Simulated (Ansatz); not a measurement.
**GaAs (F-43m): exact exchange against the cheap answer (a further series)**

The task here is to estimate one member of a computed series from the others.

Method: DFT at several levels, plane waves, PAW, in Ansatz 0.2.0.

## The starting structure

It takes space group F-43m (No. 216, cubic). The conventional cell has a = 5.654 Å, b = 5.654 Å, c = 5.654 Å, α = 90.00°, β = 90.00°, γ = 90.00°. Ga (site symmetry -43m) has 4 As at 2.45 Å in its first shell of neighbours. As (site symmetry -43m) has 4 Ga at 2.45 Å in its first shell of neighbours.

As a file:

```cif
data_structure
_symmetry_space_group_name_H-M 'F-43m'
_symmetry_Int_Tables_number 216
_cell_length_a 5.6537
_cell_length_b 5.6537
_cell_length_c 5.6537
_cell_angle_alpha 90.000
_cell_angle_beta 90.000
_cell_angle_gamma 90.000
_cell_volume 180.72
loop_
_atom_site_label
_atom_site_type_symbol
_atom_site_symmetry_multiplicity
_atom_site_Wyckoff_symbol
_atom_site_fract_x
_atom_site_fract_y
_atom_site_fract_z
_atom_site_occupancy
Ga1 Ga 4 a 0.00000 0.00000 0.00000 1
As1 As 4 c 0.25000 0.25000 0.25000 1
```

At PBE, an earlier run found 3.27 GPa for this cell of 22.590 Å³/atom (8×8×8 mesh), gap on the mesh 0.52 eV. The cell is compressed at this level.

All runs below keep this geometry.

Levels to run, all on a 4×4×4 mesh: HSE06 form (fraction 0.5); PBE0 form (fraction 0.35); HSE06 form (screening 0.15 Å⁻¹); r²SCAN0 form (fraction 0.15). Hardware: 4 threads of Arm Neoverse V1, shared host.

An earlier series ran PBE on this mesh: volume 22.590 Å³/atom, pressure 3.54 GPa, gap on the mesh 0.50 eV.

The first run:

input.yaml

```yaml
crystal:
  lattice:
    - [0.0, 2.8268505379, 2.8268505379]
    - [2.8268505379, 0.0, 2.8268505379]
    - [2.8268505379, 2.8268505379, 0.0]
  atoms:
    - { symbol: Ga, position: [0.0, 0.0, 0.0] }
    - { symbol: As, position: [0.75, 0.75, 0.75] }
basis:
  ecutwfc: 420
  ecutrho_ratio: 4
kpoints:
  mp_grid: { grid: [4, 4, 4] }
hamiltonian:
  xc: { preset: hse06, exx: { coeff: 0.5, omega: 0.20787 } }
scf:
  occupations: { method: gaussian, width: 0.05 }
  n_extra_bands: 9
output:
  forces: true
  stress: true
  eigenvalues: true
  populations: true
  dos: { projected: true, de: 0.02 }
```

Launch:

```
> ansatz run input.yaml --threads 4 --pin off --max-ram 8192MiB --backend cpu --events-out ev --progress --plain --runs-dir out
```

Steps of the session up to this table: HSE06 form (fraction 0.5); PBE0 form (fraction 0.35); HSE06 form (screening 0.15 Å⁻¹); r²SCAN0 form (fraction 0.15).

One of the session's tables, all rows but one given; the rest of the session is left out.

```
                          level  gap on the mesh (eV)  pressure (GPa)
           PBE (earlier series)                  0.50             3.5
      HSE06 form (fraction 0.5)                  2.56            -0.4
      PBE0 form (fraction 0.35)                  2.82             0.4
HSE06 form (screening 0.15 Å⁻¹)                  1.62             1.3
   r²SCAN0 form (fraction 0.15)                     ?               ?
```

Estimate the missing values for r²SCAN0 form (fraction 0.15).

The run gave: gap on the mesh (eV): 1.83; pressure (GPa): 0.1. In the column «gap on the mesh (eV)» it lies between HSE06 form (screening 0.15 Å⁻¹) (1.62) and HSE06 form (fraction 0.5) (2.56).

To keep in mind: Gaps are over this coarse mesh alone, and total energies of different levels can't be compared. The program warned that the SCF threshold is loose for the stress of this hybrid run. Warnings in the runs' records: stress exchange threshold loose, stress scf threshold loose.
